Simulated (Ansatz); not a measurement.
Molecular dynamics of H₇S₄O₁₆, charge -1

The input (input.yaml):

```yaml
accuracy: low
crystal:
  lattice:
    - [7.772231, 0.0, 0.0]
    - [0.0, 4.594436, 0.0]
    - [-2.723101, 0.0, 8.302737]
  atoms:
    - { symbol: H, position: [0.5751781, 0.7759419, 0.9154836] }
    - { symbol: H, position: [0.5751781, 0.7240582, 0.4154836] }
    - { symbol: H, position: [0.4248219, 0.2240582, 0.0845164] }
    - { symbol: H, position: [0.8723965, 0.8406161, 0.316257] }
    - { symbol: H, position: [0.1276035, 0.3406161, 0.183743] }
    - { symbol: H, position: [0.1276035, 0.1593839, 0.683743] }
    - { symbol: H, position: [0.8723965, 0.6593839, 0.816257] }
    - { symbol: S, position: [0.2655488, 0.5638244, 0.6804105] }
    - { symbol: S, position: [0.7344512, 0.0638244, 0.8195895] }
    - { symbol: S, position: [0.7344512, 0.4361756, 0.3195895] }
    - { symbol: S, position: [0.2655488, 0.9361756, 0.1804105] }
    - { symbol: O, position: [0.1033261, 0.3743439, 0.6896151] }
    - { symbol: O, position: [0.6729478, 0.5707654, 0.4572163] }
    - { symbol: O, position: [0.6729478, 0.9292346, 0.9572163] }
    - { symbol: O, position: [0.3270522, 0.0707654, 0.0427837] }
    - { symbol: O, position: [0.4123, 0.9585178, 0.3309989] }
    - { symbol: O, position: [0.5877, 0.4585178, 0.1690011] }
    - { symbol: O, position: [0.5877, 0.0414822, 0.6690011] }
    - { symbol: O, position: [0.4123, 0.5414822, 0.8309989] }
    - { symbol: O, position: [0.1924648, 0.6531585, 0.1275673] }
    - { symbol: O, position: [0.8075352, 0.1531585, 0.3724327] }
    - { symbol: O, position: [0.8075352, 0.3468415, 0.8724327] }
    - { symbol: O, position: [0.1924648, 0.8468415, 0.6275673] }
    - { symbol: O, position: [0.8966739, 0.6256561, 0.3103849] }
    - { symbol: O, position: [0.1033261, 0.1256561, 0.1896151] }
    - { symbol: O, position: [0.3270522, 0.4292346, 0.5427837] }
    - { symbol: O, position: [0.8966739, 0.8743439, 0.8103849] }
total_charge: -1
basis:
  ecutwfc: 420.0
kpoints:
  mp_grid: { grid: [1, 2, 1] }
hamiltonian:
  xc: pbe
scf:
  occupations: { method: fermi_dirac, width: 0.05 }
  lower_state_search: "off"
md:
  timestep: 0.5
  n_steps: 240
  ensemble: nve
  temperature: 1400.0
  initial_velocities: maxwell_boltzmann
  seed: 362782
```

Command:

```bash
$ ansatz run input.yaml --threads 1 --pin off --max-ram 3072MiB --backend cpu --events-out ev --progress --plain --runs-dir out
```

It starts from an unrelaxed structure (largest force component 6.02 eV/Å).

Output, in part (step lines):

```
md step     0: t =     0.00 fs  T =  1400.0 K  F+E_penalty+E_count = -12785.06995576 eV  E_kin = 4.705064 eV  conserved = -12780.36489180 eV  (11 SCF iters)
md step     1: t =     0.50 fs  T =  1394.5 K  F+E_penalty+E_count = -12785.05133731 eV  E_kin = 4.686542 eV  conserved = -12780.36479557 eV  (8 SCF iters)
md step     2: t =     1.00 fs  T =  1369.1 K  F+E_penalty+E_count = -12784.96453025 eV  E_kin = 4.601098 eV  conserved = -12780.36343181 eV  (8 SCF iters)
md step     3: t =     1.50 fs  T =  1330.3 K  F+E_penalty+E_count = -12784.83197622 eV  E_kin = 4.470890 eV  conserved = -12780.36108637 eV  (8 SCF iters)
md step     4: t =     2.00 fs  T =  1288.8 K  F+E_penalty+E_count = -12784.69011087 eV  E_kin = 4.331235 eV  conserved = -12780.35887579 eV  (8 SCF iters)
md step     5: t =     2.50 fs  T =  1254.0 K  F+E_penalty+E_count = -12784.57250188 eV  E_kin = 4.214353 eV  conserved = -12780.35814839 eV  (5 SCF iters)
md step     6: t =     3.00 fs  T =  1229.2 K  F+E_penalty+E_count = -12784.49037262 eV  E_kin = 4.131076 eV  conserved = -12780.35929685 eV  (4 SCF iters)
md step     7: t =     3.50 fs  T =  1209.7 K  F+E_penalty+E_count = -12784.42695392 eV  E_kin = 4.065590 eV  conserved = -12780.36136403 eV  (4 SCF iters)
[... lines left out ...]
md step   240: t =   120.00 fs  T =   753.6 K  F+E_penalty+E_count = -12782.88960864 eV  E_kin = 2.532697 eV  conserved = -12780.35691132 eV  (8 SCF iters)
```

The steps, from the saved trajectory:

```csv
time (fs),T (K),potential energy less start (eV),conserved less start (meV/atom)
0.0,1400,0.000,0.00
4.0,1187,0.719,0.07
8.0,747,2.201,0.29
12.0,851,1.847,0.08
16.0,960,1.480,0.05
20.0,764,2.145,0.26
24.0,828,1.926,0.15
28.0,1004,1.334,0.08
32.0,981,1.414,0.17
36.0,800,2.025,0.27
40.0,754,2.177,0.19
44.0,751,2.184,0.11
48.0,693,2.380,0.16
52.0,708,2.330,0.21
56.0,742,2.218,0.23
60.0,722,2.282,0.19
64.0,712,2.313,0.07
68.0,632,2.586,0.13
72.0,616,2.639,0.21
76.0,666,2.471,0.17
80.0,706,2.337,0.16
84.0,830,1.920,0.13
88.0,877,1.762,0.16
92.0,866,1.797,0.09
96.0,791,2.050,0.11
100.0,763,2.145,0.14
104.0,675,2.442,0.18
108.0,587,2.738,0.25
112.0,845,1.867,0.09
116.0,1005,1.328,0.04
120.0,754,2.180,0.30
```

The run went to its last step. The conserved energy stayed within 0.31 meV per atom of its start (net change 0.3 meV per atom), so the integration is sound. The temperature averaged 0.54 of the 1400 K drawn at the start: a run that starts near a minimum puts about half its kinetic energy into the potential. A run of 0.12 ps of so small a system gives no equilibrium averages. Limits of this set-up: coarse k mesh, low accuracy level, charged cell in a uniform background, uncorrected.

Mean squared displacements from the first frame to the last, about the centre of mass: H 0.43 Å², S 0.18 Å², O 0.22 Å².

Last frame:

```xyz
27
Lattice="7.7722 0.0000 0.0000 0.0000 4.5944 0.0000 -2.7231 0.0000 8.3027" Properties=species:S:1:pos:R:3
H 2.021 3.599 7.453
H 3.265 2.567 3.736
H 2.988 0.868 0.395
H 6.433 2.991 1.866
H 0.835 1.635 1.859
H -0.803 0.856 5.366
H 4.826 3.438 6.652
S -0.008 2.894 5.232
S 3.753 0.446 7.009
S 4.837 1.565 2.530
S 1.529 4.362 1.687
O -1.264 1.869 5.556
O 4.165 2.151 3.928
O 2.799 4.179 7.981
O 2.280 0.104 0.417
O 2.432 4.409 2.809
O 4.016 1.904 1.385
O 3.148 0.210 5.688
O 0.789 2.998 6.554
O 1.004 3.059 1.400
O 5.091 0.247 2.808
O 4.072 1.721 7.591
O -0.754 4.119 4.762
O 6.174 2.283 2.573
O 0.426 0.787 1.965
O 0.848 2.376 4.233
O 5.076 4.257 7.129
```

Time of the run: 6.6 min on 1 thread of Intel(R) Xeon(R) Platinum 8488C (Sapphire Rapids), with other jobs on the host, peak memory 0.59 GiB.
